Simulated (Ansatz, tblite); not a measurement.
# The cluster H₄Pt₂: removing and adding an electron

An exercise on one series of results from a longer session: the logs are not shown, and one member is left open.

Method: as each input shows; program: Ansatz 0.2.0, Gaussian basis.

The runs, in order: charge +1 doublet, at the geometry of the singlet (PBE0-D4/def2-TZVP, PBE-D4/def2-TZVP, r2SCAN-D4/def2-TZVP); charge +1 doublet, relaxed (PBE0-D4/def2-TZVP, PBE-D4/def2-TZVP); charge -1 doublet, at the geometry of the singlet (PBE0-D4/def2-TZVPD, PBE-D4/def2-TZVPD, r2SCAN-D4/def2-TZVPD, CCSD(T)/def2-TZVPD); the starting singlet's energies come from earlier runs.

1 further run of the same task is left out (set aside as unsound or not needed). Runs told in other sessions of the task aren't counted.

## The structure

The singlet was relaxed beforehand with B3LYP-D4/def2-TZVP. At that level it is the lowest of the isomers that a small search found.

6 atoms, charge 0, spin multiplicity 1.

Atoms are counted from 1 here; the program's logs count them from 0.

Bond lengths: Pt1–Pt2 2.585 Å, Pt1–H3 1.517 Å, Pt1–H5 1.544 Å, Pt2–H4 1.544 Å, Pt2–H6 1.517 Å. Angles: Pt2–Pt1–H3 99.6°, Pt2–Pt1–H5 137.9°, H3–Pt1–H5 80.8°, Pt1–Pt2–H4 138.1°, Pt1–Pt2–H6 99.6°, H4–Pt2–H6 80.6°.

Coordinates:

```
Pt   -1.2050   -0.3212    0.3437
Pt    1.2033    0.3237   -0.3410
H    -1.9525    0.8811   -0.2023
H     2.4212    1.0421    0.2783
H    -2.4184   -1.0451   -0.2782
H     1.9514   -0.8807    0.1993
```

Pt takes a core potential in the def2 sets. No spin-orbit coupling is included.

Set-up of the first run:

The input, in.yaml:

```yaml
crystal:
  periodic: [false, false, false]
  atoms:
    - {symbol: Pt, position_ang: [-1.204957, -0.321165, 0.343743]}
    - {symbol: Pt, position_ang: [1.203287, 0.323696, -0.340968]}
    - {symbol: H, position_ang: [-1.952547, 0.881087, -0.202254]}
    - {symbol: H, position_ang: [2.421228, 1.042105, 0.278317]}
    - {symbol: H, position_ang: [-2.418424, -1.045066, -0.278161]}
    - {symbol: H, position_ang: [1.951402, -0.880656, 0.199333]}
basis:
  gaussian: {orbitals: def2-TZVP}
total_charge: 1
magnetization: {spin_polarized: true, initial_magnetization: 1}
hamiltonian: {xc: pbe0, dispersion: d4}
output: {orbitals: {seedname: orbitals}}
```

Started as:

```
$ ansatz run in.yaml --threads 4 --pin off --events-out ev --progress --plain --max-ram 3916MiB
```

Steps of the session up to this table: Charge +1 doublet at the fixed geometry, PBE0-D4/def2-TZVP; Charge +1 doublet at the fixed geometry, PBE-D4/def2-TZVP; Charge +1 doublet at the fixed geometry, r2SCAN-D4/def2-TZVP; Relaxing the charge +1 doublet; Charge +1 doublet, PBE0-D4/def2-TZVP; Charge +1 doublet, PBE-D4/def2-TZVP; Charge -1 doublet at the fixed geometry, PBE0-D4/def2-TZVPD; Charge -1 doublet at the fixed geometry, PBE-D4/def2-TZVPD; Charge -1 doublet at the fixed geometry, r2SCAN-D4/def2-TZVPD; Charge -1 doublet at the fixed geometry, CCSD(T)/def2-TZVPD.

One of the session's tables, all rows but one given; the rest of the session is left out.

It belongs to the step «Vertical electron affinity». 

| method | vertical electron affinity (eV) |
| --- | --- |
| HF/def2-TZVPD | 0.32 |
| PBE-D4/def2-TZVPD | 1.29 |
| r2SCAN-D4/def2-TZVPD | ? |
| PBE0-D4/def2-TZVPD | 1.19 |
| MP2/def2-TZVPD | 1.16 |
| CCSD/def2-TZVPD | 0.91 |
| CCSD(T)/def2-TZVPD | 1.02 |

**Question.** Estimate the row for r2SCAN-D4/def2-TZVPD.

**Answer.** vertical electron affinity (eV): 1.23. In the column «vertical electron affinity (eV)» it lies between PBE0-D4/def2-TZVPD (1.19) and PBE-D4/def2-TZVPD (1.29).

To keep in mind: The anion's highest level is positive in at least one run, so there the basis alone may hold the extra electron.
